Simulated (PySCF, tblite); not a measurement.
# C4H9NSe2Si: geometry, infrared bands and NMR shifts

Wanted: the infrared bands and NMR shifts of C4H9NSe2Si (`CC[SiH2][Se][Se]CC#N`), by calculation.

The runs use tblite 0.8.0 and PySCF 2.14.0, with density-fitted response routines of our own; the level of theory stands in each step. All values are computed, except where a source is named. Atoms count from 0, in the outputs and in this text.

### Step 1. Starting geometry

17 atoms, charge 0, multiplicity 1; geometry from: force field or distance geometry start.

Bonds of the start (Å): C0–C1 1.51, C1–Si2 1.89, Si2–Se3 2.26, Se3–Se4 2.40, Se4–C5 1.96, C5–C6 1.46, C6–N7 1.16, C0–H8 1.10, C0–H9 1.11, C0–H10 1.12, C1–H11 1.11, C1–H12 1.14, Si2–H13 1.48, Si2–H14 1.46, C5–H15 1.11, C5–H16 1.10.

### Step 2. Optimising the geometry with GFN2-xTB

Job settings and geometry (Å):

```
{"job": {"kind": "relax", "xc": "GFN2-xTB", "basis": "xTB"}, "charge": 0, "multiplicity": 1}
C     -3.431100    -0.077300     0.006700
C     -2.043100     0.514900     0.030400
Si    -0.886700    -0.976000    -0.131200
Se     0.924500    -0.448900    -1.383600
Se     2.043700     1.486800    -0.520200
C      3.919400     0.965000    -0.336900
C      3.923000    -0.490800    -0.232000
N      3.926900    -1.643200    -0.122800
H     -4.214300     0.669400    -0.188200
H     -3.570700    -0.613500     0.972900
H     -3.424300    -0.831700    -0.819700
H     -1.865200     1.224600    -0.797700
H     -1.870000     1.033900     1.025200
H     -1.651300    -2.022100    -0.855600
H     -0.569700    -1.488800     1.198100
H      4.353700     1.381900     0.591500
H      4.428200     1.328000    -1.238400
```

Command:

```console
$ OMP_NUM_THREADS=1 python probes_run.py task.json out
```

The driver reads the jobs from task.json and runs them one after another.

Output:

```text
step      E/eV     max force
  0    -656.84120    1.840
  1    -656.93849    4.206
  2    -657.00404    2.581
  3    -657.09082    0.718
  4    -657.12294    0.403
  5    -657.16205    0.555
  6    -657.18576    0.512
  7    -657.21028    0.375
  8    -657.23205    0.370
  9    -657.25447    0.444
 10    -657.27284    0.405
 11    -657.28761    0.233
 12    -657.29681    0.228
 13    -657.30278    0.207
 14    -657.30888    0.227
 15    -657.31506    0.204
 16    -657.32044    0.191
 17    -657.32458    0.156
 18    -657.32807    0.156
 19    -657.33203    0.177
 20    -657.33695    0.187
 21    -657.34208    0.198
 22    -657.34639    0.180
 23    -657.34989    0.157
 24    -657.35326    0.158
 25    -657.35729    0.174
 26    -657.36154    0.186
 27    -657.36475    0.147
 28    -657.36693    0.118
 29    -657.36880    0.122
 30    -657.37034    0.119
 31    -657.37182    0.123
 32    -657.37350    0.108
 33    -657.37529    0.112
 34    -657.37679    0.089
 35    -657.37785    0.069
 36    -657.37876    0.077
 37    -657.37994    0.124
 38    -657.38153    0.141
 39    -657.38321    0.115
 40    -657.38461    0.120
 41    -657.38585    0.098
 42    -657.38722    0.103
 43    -657.38881    0.121
 44    -657.39052    0.104
 45    -657.39225    0.110
 46    -657.39395    0.109
 47    -657.39554    0.106
 48    -657.39679    0.076
 49    -657.39761    0.079
 50    -657.39824    0.069
 51    -657.39893    0.089
 52    -657.40000    0.096
 53    -657.40118    0.094
 54    -657.40216    0.081
 55    -657.40311    0.100
 56    -657.40428    0.107
 57    -657.40604    0.127
 58    -657.40857    0.150
 59    -657.41189    0.189
 60    -657.41602    0.194
 61    -657.42092    0.181
 62    -657.42598    0.181
 63    -657.42487    0.568
 64    -657.43222    0.183
 65    -657.43419    0.153
 66    -657.43873    0.176
 67    -657.44145    0.189
 68    -657.44684    0.156
 69    -657.45002    0.140
 70    -657.45247    0.322
 71    -657.45581    0.150
 72    -657.45973    0.159
 73    -657.46426    0.258
 74    -657.46624    0.112
 75    -657.46857    0.188
 76    -657.47054    0.155
 77    -657.47284    0.153
 78    -657.47601    0.120
 79    -657.47968    0.092
 80    -657.48119    0.160
 81    -657.48216    0.096
 82    -657.48302    0.079
 83    -657.48401    0.101
 84    -657.48506    0.076
 85    -657.48593    0.084
 86    -657.48700    0.100
 87    -657.48805    0.112
 88    -657.48927    0.122
 89    -657.49089    0.261
 90    -657.49273    0.103
 91    -657.49505    0.235
 92    -657.49670    0.075
 93    -657.49753    0.070
 94    -657.49805    0.052
 95    -657.49879    0.063
 96    -657.49938    0.077
 97    -657.49981    0.085
 98    -657.50016    0.067
 99    -657.50051    0.065
100    -657.50095    0.070
101    -657.50144    0.062
102    -657.50185    0.047
103    -657.50216    0.044
104    -657.50242    0.044
105    -657.50272    0.047
106    -657.50305    0.048
107    -657.50340    0.049
108    -657.50385    0.049
109    -657.50448    0.074
110    -657.50531    0.071
111    -657.50621    0.073
112    -657.50695    0.066
113    -657.50764    0.101
114    -657.50830    0.060
115    -657.50939    0.065
116    -657.51025    0.059
117    -657.51100    0.061
118    -657.51163    0.062
119    -657.51240    0.064
120    -657.51330    0.078
121    -657.51436    0.132
122    -657.51532    0.063
123    -657.51617    0.062
124    -657.51663    0.045
125    -657.51702    0.057
126    -657.51734    0.056
127    -657.51768    0.053
128    -657.51793    0.028
129    -657.51810    0.025
130    -657.51821    0.036
131    -657.51828    0.037
132    -657.51833    0.045
133    -657.51837    0.031
134    -657.51842    0.028
135    -657.51850    0.024
136    -657.51858    0.025
137    -657.51866    0.019
138    -657.51874    0.025
139    -657.51884    0.031
140    -657.51902    0.053
141    -657.51929    0.066
142    -657.51960    0.059
143    -657.51982    0.049
144    -657.51994    0.054
145    -657.52004    0.036
146    -657.52015    0.041
147    -657.52026    0.028
148    -657.52034    0.023
149    -657.52042    0.021
150    -657.52049    0.025
151    -657.52054    0.020
152    -657.52059    0.015
153    -657.52063    0.022
154    -657.52068    0.028
155    -657.52076    0.037
156    -657.52091    0.039
157    -657.52112    0.043
158    -657.52143    0.046
159    -657.52186    0.059
160    -657.52245    0.067
161    -657.52316    0.065
162    -657.52384    0.063
163    -657.52426    0.043
164    -657.52442    0.046
165    -657.52452    0.022
166    -657.52458    0.023
167    -657.52467    0.021
168    -657.52476    0.023
169    -657.52483    0.018
170    -657.52491    0.023
171    -657.52502    0.026
172    -657.52516    0.028
173    -657.52528    0.025
174    -657.52537    0.020
175    -657.52545    0.019
176    -657.52552    0.023
177    -657.52560    0.024
178    -657.52571    0.031
179    -657.52586    0.034
180    -657.52600    0.034
181    -657.52611    0.026
182    -657.52617    0.018
183    -657.52623    0.017
184    -657.52632    0.027
185    -657.52640    0.035
186    -657.52652    0.032
187    -657.52661    0.023
188    -657.52669    0.020
189    -657.52675    0.015
190    -657.52678    0.012
191    -657.52679    0.008
```

Wall time 3.2 s (1 thread of Arm Neoverse N1, shared host); peak memory 0.18 GiB.

Step by step: (not every step is listed)

```tsv
step	energy from step 0 (eV)	largest force (eV/Å)
0	0.0000	1.8401
1	-0.0973	4.2057
2	-0.1628	2.5809
3	-0.2496	0.7181
4	-0.2817	0.4030
5	-0.3209	0.5549
6	-0.3446	0.5121
7	-0.3691	0.3751
8	-0.3909	0.3696
25	-0.5161	0.1736
42	-0.5460	0.1028
59	-0.5707	0.1886
76	-0.6293	0.1548
93	-0.6563	0.0698
110	-0.6641	0.0711
127	-0.6765	0.0531
144	-0.6787	0.0536
161	-0.6820	0.0648
178	-0.6845	0.0307
186	-0.6853	0.0320
187	-0.6854	0.0232
188	-0.6855	0.0201
189	-0.6856	0.0147
190	-0.6856	0.0124
191	-0.6856	0.0082
```

Close pairs (by a distance rule), those that changed most:

```tsv
bond	before (Å)	after (Å)	change (Å)
Se3–Se4	2.397	2.299	-0.097
Si2–Se3	2.264	2.341	+0.077
Se4–C5	1.956	2.012	+0.056
C1–H12	1.135	1.094	-0.041
C5–C6	1.460	1.426	-0.034
C0–H10	1.119	1.087	-0.032
C0–H9	1.114	1.087	-0.027
Si2–H13	1.484	1.462	-0.023
```

The end geometry stands in the next job.

### Step 3. Harmonic vibrations with GFN2-xTB

Job settings and geometry (Å):

```
{"job": {"kind": "ir", "xc": "GFN2-xTB", "basis": "xTB"}, "charge": 0, "multiplicity": 1}
C     -2.847666    -0.170948     0.639978
C     -1.814567     0.440820    -0.298230
Si    -0.661919    -0.859840    -1.071197
Se     0.963704     0.280353    -2.311557
Se     1.773473     1.739074    -0.729279
C      3.372931     0.710077    -0.073549
C      2.929551    -0.446814     0.632089
N      2.518264    -1.366756     1.175098
H     -3.499048     0.598732     1.049316
H     -2.361120    -0.681009     1.467220
H     -3.464164    -0.894686     0.112625
H     -2.326136     0.991206    -1.092323
H     -1.219446     1.175843     0.252065
H     -1.307094    -1.659830    -2.110460
H      0.041047    -1.670870    -0.081716
H      3.921163     1.389167     0.581339
H      3.974028     0.437511    -0.942987
```

Output:

```text
mode    cm-1     km/mol
  1      11.8      1.02
  2      35.7      4.78
  3      45.3      0.89
  4      58.1      2.70
  5      87.4      1.82
  6     108.7      5.47
  7     126.0      1.29
  8     155.9      5.33
  9     220.5      0.13
 10     231.1      2.37
 11     264.5      1.11
 12     359.8     28.79
 13     367.9      1.15
 14     409.6      3.98
 15     433.7     27.51
 16     557.9      1.61
 17     571.2     30.69
 18     672.2    320.41
 19     704.9     94.89
 20     727.9     65.84
 21     742.6    230.09
 22     764.8     27.01
 23     976.4      8.96
 24     996.2      8.13
 25    1018.4     17.37
 26    1045.5      2.03
 27    1076.0     19.23
 28    1115.3      4.48
 29    1227.4      1.42
 30    1277.6      7.50
 31    1358.3     14.27
 32    1419.6      1.35
 33    1456.2      0.96
 34    1507.1      1.76
 35    1507.6      5.70
 36    2269.5    215.69
 37    2288.7    150.00
 38    2386.4    182.19
 39    2941.9     26.28
 40    2957.2      1.55
 41    2959.2     25.13
 42    2967.3      1.61
 43    3026.0     30.69
 44    3038.6     33.75
 45    3045.8     16.43
```

Wall time 1.4 s (1 thread of Arm Neoverse N1, shared host); peak memory 0.18 GiB.

The strongest bands and the atoms that carry them (share of the mass-weighted mode):

```tsv
cm⁻¹	km/mol	atoms
672	320.4	H14 45 %, H13 42 %
705	94.9	C1 37 %, Si2 31 %
728	65.8	H11 27 %, H12 22 %, C1 17 %, H13 12 %
743	230.1	H14 43 %, H13 37 %
2270	215.7	H13 96 %
2289	150.0	H14 95 %
2386	182.2	C6 60 %, N7 39 %
3039	33.8	H10 70 %, H9 20 %
```

### Step 4. NMR shieldings: PBE0/pcSseg-1

The job, as its differences from that of step 3:

```diff
@@ -1,2 +1,2 @@
-{"job": {"kind": "ir", "xc": "GFN2-xTB", "basis": "xTB"}, "charge": 0, "multiplicity": 1}
+{"job": {"kind": "nmr", "xc": "PBE0", "basis": "pcSseg-1"}, "charge": 0, "multiplicity": 1}
 C     -2.847666    -0.170948     0.639978
```

Method: GIAO PBE0/pcSseg-1 NMR shielding, non-relativistic, gas phase.

Output:

```text
coarse grid: 69168 points
cycle   1  E = -5303.6367835554  dE = -1.288e+00  |g| = 1.061e+00  |ddm| = 4.049e+00
cycle   2  E = -5303.4747877761  dE =  1.620e-01  |g| = 1.141e+00  |ddm| = 1.299e+00
cycle   3  E = -5303.6476916431  dE = -1.729e-01  |g| = 6.022e-01  |ddm| = 1.176e+00
cycle   4  E = -5303.7238188501  dE = -7.613e-02  |g| = 9.907e-02  |ddm| = 4.005e-01
cycle   5  E = -5303.7254373788  dE = -1.619e-03  |g| = 2.674e-02  |ddm| = 1.024e-01
cycle   6  E = -5303.7256228352  dE = -1.855e-04  |g| = 5.028e-03  |ddm| = 3.066e-02
cycle   7  E = -5303.7256283816  dE = -5.546e-06  |g| = 1.658e-03  |ddm| = 6.220e-03
final grid: 142248 points
cycle   8  E = -5303.7256433758  dE =  4.797e-07  |g| = 2.219e-03  |ddm| = 4.140e-03
cycle   9  E = -5303.7256415899  dE =  1.786e-06  |g| = 3.561e-03  |ddm| = 5.039e-03
cycle  10  E = -5303.7256445028  dE = -2.913e-06  |g| = 7.644e-04  |ddm| = 3.150e-03
cycle  11  E = -5303.7256446335  dE = -1.307e-07  |g| = 7.422e-05  |ddm| = 5.473e-04
cycle  12  E = -5303.7256446347  dE = -1.221e-09  |g| = 8.111e-06  |ddm| = 8.429e-05
cycle  13  E = -5303.7256446347  dE = -1.273e-11  |g| = 2.869e-06  |ddm| = 1.342e-05
converged SCF energy = -5303.7256446347

GIAO shielding tensors (ppm)
atom      isotropic    diamagn.    paramagn.     s11        s22        s33       span
  0 C      176.747     245.706     -68.959    169.221    171.668    189.352     20.131
  1 C      176.055     254.590     -78.535    160.343    176.481    191.340     30.998
  2 Si     370.133     881.113    -510.980    321.464    376.831    412.105     90.641
  3 Se    1764.880    3001.684   -1236.804   1334.499   1615.973   2344.166   1009.667
  4 Se    1384.971    3000.968   -1615.996    988.789   1126.258   2039.867   1051.078
  5 C      163.027     253.507     -90.480    140.136    165.409    183.536     43.400
  6 C       61.736     263.257    -201.522    -62.725    -41.773    289.705    352.430
  7 N      -40.734     339.946    -380.680   -214.227   -188.874    280.899    495.126
  8 H       30.163      27.860       2.304     24.811     27.432     38.247     13.436
  9 H       30.565      30.476       0.089     25.553     29.395     36.747     11.194
 10 H       30.684      28.371       2.313     25.567     28.848     37.636     12.069
 11 H       30.630      31.435      -0.805     24.924     30.897     36.071     11.148
 12 H       29.913      34.462      -4.549     23.323     30.543     35.873     12.550
 13 H       26.931      30.004      -3.072     22.437     25.188     33.170     10.733
 14 H       25.872      31.764      -5.892     20.202     26.602     30.811     10.610
 15 H       29.146      28.168       0.978     22.768     26.036     38.635     15.867
 16 H       28.592      28.414       0.177     23.293     27.032     35.450     12.156
```

It took 1.9 min on 1 thread of Arm Neoverse N1, shared host; peak memory 1.1 GiB.

Shifts follow as δ = σ(reference) − σ, with reference shieldings (ppm) from runs at the same level and on the same kind of geometry: 1H TMS 31.72, 13C TMS 186.9, 29Si TMS 349.2, 15N NH3 267.7, 77Se Me2Se 1758. The references are single molecules in the gas phase, so shifts against H2O, NH3, PH3, H3PO4 or CFCl3 are not on the usual liquid scales and can be off by tens of ppm. Atoms listed in one row are averaged.

```tsv
atoms	environment	σ (ppm)	δ (ppm)
C6	nitrile carbon	61.7	125.2
C5	sp3 CH2 bonded to Se, α to a nitrile	163.0	23.9
C1	sp3 CH2 bonded to Si	176.1	10.9
C0	methyl carbon	176.7	10.2
H13, H14	hydrogen on a silicon bonded to C, Se	26.40	5.32
H15, H16	hydrogen on an sp3 CH2 bonded to Se, α to a nitrile	28.87	2.85
H11, H12	hydrogen on an sp3 CH2 bonded to Si	30.27	1.45
H8, H9, H10	hydrogen on a methyl carbon	30.47	1.25
Si2	silicon bonded to C, Se, 2 H	370.1	-21.0
Se4	selenium bonded to C, Se	1385	373
Se3	selenium bonded to Se, Si	1765	-7
N7	nitrile nitrogen	-40.7	308.5
```

Charges from the same density, by scheme (e):

```tsv
atoms	Mulliken	IAO	Hirshfeld	ESP fit
C0	-0.29	-0.41	-0.11	-0.29
C1	-0.57	-0.53	-0.16	-0.01
Si2	0.66	0.64	0.30	0.30
Se3	-0.34	-0.19	-0.07	-0.17
Se4	-0.05	0.08	0.06	-0.03
C5	-0.25	-0.41	-0.07	-0.43
C6	0.10	0.14	0.07	0.43
N7	-0.26	-0.25	-0.21	-0.48
```

Mayer bond orders: C0–C1 1.05, C1–Si2 0.93, Si2–Se3 0.81, Se3–Se4 1.12, Se4–C5 0.97, C5–C6 1.00, C6–N7 3.00.

Orbitals, density, ELF and potential are computed afterwards from the orbital file.

Frontier orbitals at PBE0/pcSseg-1, with the share of their density that lies nearest to each atom:

```tsv
orbital	energy (eV)	lies on
HOMO	-6.89	Se4 61 %; Se3 21 %
LUMO	-1.56	Se3, Se4 about 42 % each
```

ELF in a plane through or near 4 of the atoms.

Ten even steps from ' ' (0.00) to '@' (1.00):
```
                                                        
                                                        
                                                        
                                                        
                                    ::..                
              ..::::              ==@@##--              
              ::==--..            ++@@%%++::..          
        ::--==**++--              ..##**++++::          
        ::++++%%##--          ..::--****..**::          
        ::**..--**::  ..    ..==++++%%--==##++          
      --%%@@@@++==::::::....::%%@@++**++==##**..        
      ++@@@@@@++::..====--====##@@%%==..  ::::          
      --@@@@%%..  --**==++##**==##**--..                
        ..::    ::**::++==**##::....                    
                --##::++##++**..                        
              ..==####----##++..                        
              ..--**%%%%%%##==                          
                ..==**####==::                          
                    ::::::..                            
                                                        
```
The map spans 13.2 Å across and 9.4 Å up, centred on the molecule. Atoms in the plane (x, y in Å): C0 (2.9, 0.7), Se3 (-1.1, -2.1), C5 (-3.4, 0.2), H16 (-4.0, -0.6).

On the surface of density 0.002 e/bohr³ the electrostatic potential runs, from the 1st to the 99th percentile, from -1.64 V near N7 to 1.51 V near H15.

### Step 5. Outcome

| quantity | value |
| --- | --- |
| strongest single infrared mode (GFN2-xTB) | 672 cm⁻¹, 320 km/mol |
| zero-point energy (GFN2-xTB) | 73.7 kcal/mol |
| 13C shifts against TMS (PBE0/pcSseg-1) | 125.2, 23.9, 10.9, 10.2 ppm |
| 1H shifts against TMS (PBE0/pcSseg-1, means over atoms taken as alike) | 5.32, 2.85, 1.45, 1.25 ppm |
| 29Si shifts against TMS (PBE0/pcSseg-1) | -21.0 ppm |
| 77Se shifts against Me2Se (PBE0/pcSseg-1) | 373, -7 ppm |
| 15N shifts against NH3 (PBE0/pcSseg-1) | 308.5 ppm |
| surface potential, 1st and 99th percentile | -1.64 V and 1.51 V |

What this shows: The optimisation took 191 steps and gained 0.686 eV; among the close pairs (by a distance rule), Se3–Se4 changed most, from 2.397 to 2.299 Å. All 45 modes are real, so the xTB geometry is a minimum. The strongest single mode, at 672 cm⁻¹, moves mainly H14 and H13. GFN2-xTB is a fitted tight-binding method: band positions and strengths are rough. Its intensities can rank the bands wrongly. The most deshielded carbon is C6 (nitrile carbon), at 125.2 ppm: this is the usual window of a C≡N carbon, which has no attached hydrogen. At PBE0/pcSseg-1, counted by nearest atom on the grid, the HOMO lies on Se4 61 %; Se3 21 %, the LUMO on Se3, Se4 about 42 % each. Spin-orbit coupling is left out, which matters for shieldings and couplings at and beside the heavy atoms.
